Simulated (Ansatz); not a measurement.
# AlF2H6N: the cost of one run

All numbers below are computed with Ansatz 0.2.0 (RKS CAM-B3LYP/cc-pVDZ).

## 1. Starting point

Bond lengths: Al1–F2 2.110 Å, Al1–H3 1.536 Å, Al1–H4 1.537 Å, Al1–N6 2.237 Å, N6–H9 1.014 Å, N6–H10 1.013 Å. Angles: F2–Al1–H3 108.3°, F2–Al1–H4 109.9°, F2–Al1–N6 84.8°, H3–Al1–H4 120.5°, H3–Al1–N6 114.0°, H4–Al1–N6 113.4°, Al1–N6–H9 115.0°, Al1–N6–H10 116.5°, H9–N6–H10 107.8°.

As a file:

```xyz
10

Al   -0.6366    0.6317   -1.1487
F    -1.0991   -1.3305   -0.5244
H     0.0617    0.5519   -2.5141
H    -1.8563    1.5449   -0.9495
H     0.6577   -0.5960    1.0983
N     0.7686    0.6351    0.5924
H    -0.4781   -1.7480    0.4116
F     0.3135   -1.7332    1.3092
H     0.5190    1.2688    1.3440
H     1.7497    0.7753    0.3810
```

## 2. A restrained relaxation towards end A

Springs on the bonds that form and break draw the guess towards this end; the thresholds are loose.

Contents of input.yaml:

```yaml
crystal:
  periodic: [false, false, false]
  atoms:
    - { symbol: Al, position_ang: [-0.6366, 0.6317, -1.1487] }
    - { symbol: F, position_ang: [-1.0991, -1.3305, -0.5244] }
    - { symbol: H, position_ang: [0.0617, 0.5519, -2.5141] }
    - { symbol: H, position_ang: [-1.8563, 1.5449, -0.9495] }
    - { symbol: H, position_ang: [0.6577, -0.596, 1.0983] }
    - { symbol: "N", position_ang: [0.7686, 0.6351, 0.5924] }
    - { symbol: H, position_ang: [-0.4781, -1.748, 0.4116] }
    - { symbol: F, position_ang: [0.3135, -1.7332, 1.3092] }
    - { symbol: H, position_ang: [0.519, 1.2688, 1.344] }
    - { symbol: H, position_ang: [1.7497, 0.7753, 0.381] }
basis:
  gaussian: { orbitals: cc-pVDZ }
hamiltonian:
  xc: cam_b3lyp
relax:
  f_tol: 0.15
  max_steps: 25
  restrain:
    - { distance: [0, 5], at: 3.22, k: 30.0 }
    - { distance: [4, 7], at: 2.18, k: 30.0 }
    - { distance: [6, 1], at: 2.18, k: 30.0 }
    - { distance: [0, 1], at: 1.78, k: 30.0 }
    - { distance: [4, 5], at: 1.02, k: 30.0 }
    - { distance: [6, 7], at: 0.88, k: 30.0 }
```

Run with:

```console
$ ansatz run input.yaml --threads 2 --pin off --max-ram 3072MiB --backend cpu --events-out ev --progress --plain --runs-dir out
```

**Question.** How long does this run take on 2 threads of AMD EPYC 9R45 (Zen 5), shared host, and how much memory does it need?

About 7.2 s, with a peak of 0.23 GiB.
